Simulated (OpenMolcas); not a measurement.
# Re³⁺ among point charges: CASSCF and CASPT2 levels and susceptibility

Aim: the splitting of the states of Re³⁺ in the field of 2 point charges, its lowest levels with spin-orbit coupling and its magnetic susceptibility.

Program: OpenMolcas 26.06. Level of theory: state-averaged CASSCF and CASPT2, spin-orbit coupling by RASSI with atomic mean-field integrals. These are calculated values, not measurements, unless marked.

## 1. The system

```
Species                           : Re³⁺ (rhenium, Z = 75, 72 electrons)
Basis                             : ANO-RCC-VDZP [7s6p4d2f1g], 68 functions
Scalar Hamiltonian                : DKH2, point nucleus
Inactive shells                   : 1s 2s 2p 3s 3p 3d 4s 4p 4d 4f 5s 5p
Active space                      : 4 electrons in 5 orbitals (5d)
Some configurations of this space : 5d4
Orbitals                          : optimised for each spin and parity, averaged over all roots
```

Outer shells as boxes (Hund's rule):

5d4
```
5d [↑ ][↑ ][↑ ][↑ ][  ]
```

The ion sits among 2 point charges of -2.5 e arranged as a linear pair (D∞h), 2.4 Å from the ion.

Each step is its own input file, run in one work folder so that later steps find the files of earlier ones. Labels, J, g values, rates, χT and fits are worked out afterwards by a script from the matrices that RASSI stores. The input lists half of the charges; inversion (Group=XYZ) makes the rest.

## 2. Basis and integrals

File a.inp:

```
&GATEWAY
Coord
1

Re 0.0 0.0 0.0
Basis=ANO-RCC-VDZP
Group=XYZ
NoMove
AngMom=0.0 0.0 0.0
AMFI
XField
1 Angstrom 0
0.000000 0.000000 2.400000 -2.500000
&SEWARD
```

Command:

```bash
> OMP_NUM_THREADS=1 MOLCAS_MEM=1689 MOLCAS_PROJECT=a pymolcas a.inp > a.log
```

## 3. CASSCF: quintets of even parity, 5 roots

File a.inp:

```
&RASSCF
FileOrb=start.orb
Symmetry=1
Spin=5
nActEl=4 0 0
Inactive=15 19
Ras2=5 0
CIRoot=5 5 1
SDav=5
CIMx=300
Iter=120 100
PrWF=0.3
OrbListing=Nothing
MaxOrb=0
>>> COPY $Project.JobIph JOB001
```

start.orb holds the contracted functions of the basis, ordered by shell, or the orbitals of the step before.

## 4. CASSCF: triplets of even parity, 45 roots

File a.inp:

```
&RASSCF
FileOrb=start.orb
Symmetry=1
Spin=3
nActEl=4 0 0
Inactive=15 19
Ras2=5 0
CIRoot=45 45 1
SDav=45
CIMx=300
Iter=120 100
PrWF=0.3
OrbListing=Nothing
MaxOrb=0
>>> COPY $Project.JobIph JOB002
```

## 5. Reference wave functions, singlets of even parity, 50 roots

File a.inp:

```
&RASSCF
FileOrb=start.orb
Symmetry=1
Spin=1
nActEl=4 0 0
Inactive=15 19
Ras2=5 0
CIRoot=50 50 1
SDav=50
CIMx=300
Iter=120 100
PrWF=0.3
OrbListing=Nothing
MaxOrb=0
>>> COPY $Project.JobIph JOB003
```

## 6. State interaction with spin-orbit coupling

File a.inp:

```
&RASSI
NrOfJobIphs=3 5 45 50
1 2 3 4 5
1 2 3 4 5 6 7 8 9 10 11 12 13 14 15 16 17 18 19 20 21 22 23 24 25 26 27
28 29 30 31 32 33 34 35 36 37 38 39 40 41 42 43 44 45
1 2 3 4 5 6 7 8 9 10 11 12 13 14 15 16 17 18 19 20 21 22 23 24 25 26 27
28 29 30 31 32 33 34 35 36 37 38 39 40 41 42 43 44 45 46 47 48 49 50
IphNames
JOB001
JOB002
JOB003
EJob
SpinOrbit
DIPRint=1.0
SOCoupling=1000.0
Subsets=2
Property=9
'ANGMOM' 1 'ANGMOM' 2 'ANGMOM' 3 'MLTPL  1' 1 'MLTPL  1' 2 'MLTPL  1' 3
'AMFI' 1 'AMFI' 2 'AMFI' 3
SOProperty=3
'ANGMOM' 1 'ANGMOM' 2 'ANGMOM' 3
```

## 7. CASPT2: IPEA 0.25, imaginary shift 0.1 (closed shells correlated: 5s 5p)

File a.inp:

```
>>> COPY JOB001 $Project.JobIph
&CASPT2
Multistate=5 1 2 3 4 5
NoMult
Frozen=14 16
IPEA=0.25
Imaginary=0.1
MaxIter=60
WThr=0.0 0.3 0.05
PrWF=0.5
NoMix
>>> COPY JOB002 $Project.JobIph
&CASPT2
Multistate=45 1 2 3 4 5 6 7 8 9 10 11 12 13 14 15 16 17 18 19 20 21 22
23 24 25 26 27 28 29 30 31 32 33 34 35 36 37 38 39 40 41 42 43 44 45
NoMult
Frozen=14 16
IPEA=0.25
Imaginary=0.1
MaxIter=60
WThr=0.0 0.3 0.05
PrWF=0.5
NoMix
>>> COPY JOB003 $Project.JobIph
&CASPT2
Multistate=50 1 2 3 4 5 6 7 8 9 10 11 12 13 14 15 16 17 18 19 20 21 22
23 24 25 26 27 28 29 30 31 32 33 34 35 36 37 38 39 40 41 42 43 44 45 46
47 48 49 50
NoMult
Frozen=14 16
IPEA=0.25
Imaginary=0.1
MaxIter=60
WThr=0.0 0.3 0.05
PrWF=0.5
NoMix
```

(Steps that only read results are left out.)

Q: Predict the outcome of this session. Wanted: spin-free ground state; first state of the same spin within the active space; lowest level; next level.

**Answer**, as computed:

```
                                            quantity                                                                        value
                                              method  SS-CASPT2, IPEA 0.25, imaginary shift 0.1 (closed shells correlated: 5s 5p)
                              spin-free ground state                                              5Pi, 2-fold in its orbital part
first state of the same spin within the active space                                                           5Sigma at 400 cm⁻¹
                                        lowest level                                                                       1-fold
                                          next level                                                                  1778.6 cm⁻¹
                                         χT at 300 K                                                               0.21 cm³ K/mol
                           effective moment at 300 K                                                                      1.30 μB
```

Cost by method:

```tsv
method	time of its own steps	time with the reference
A. CASSCF	26 s	26 s
B. SS-CASPT2, IPEA 0.25, imaginary shift 0.1, +5s 5p	11 s	37 s
```

Times are of one thread on a shared host.

**Reading.** The spin-free ground state (5Pi) comes to 100 % from free-ion D terms and keeps the highest spin of the shell. χT at 300 K is 0.21, against 3.01 cm³ K/mol for the spin alone, so spin-orbit coupling lowers it. An active space of the d shell alone favours high spin; real ions in strong fields can be low spin. CASPT2 does not keep the components of a term degenerate, and the means are used. The field of point charges can differ much from that of real complexes. With metal d orbitals alone active, the gaps between spin states are rough; where two lie within a few thousand cm-1, their order is open. Point charges carry no covalency, so the field is a model and not that of real ligands.
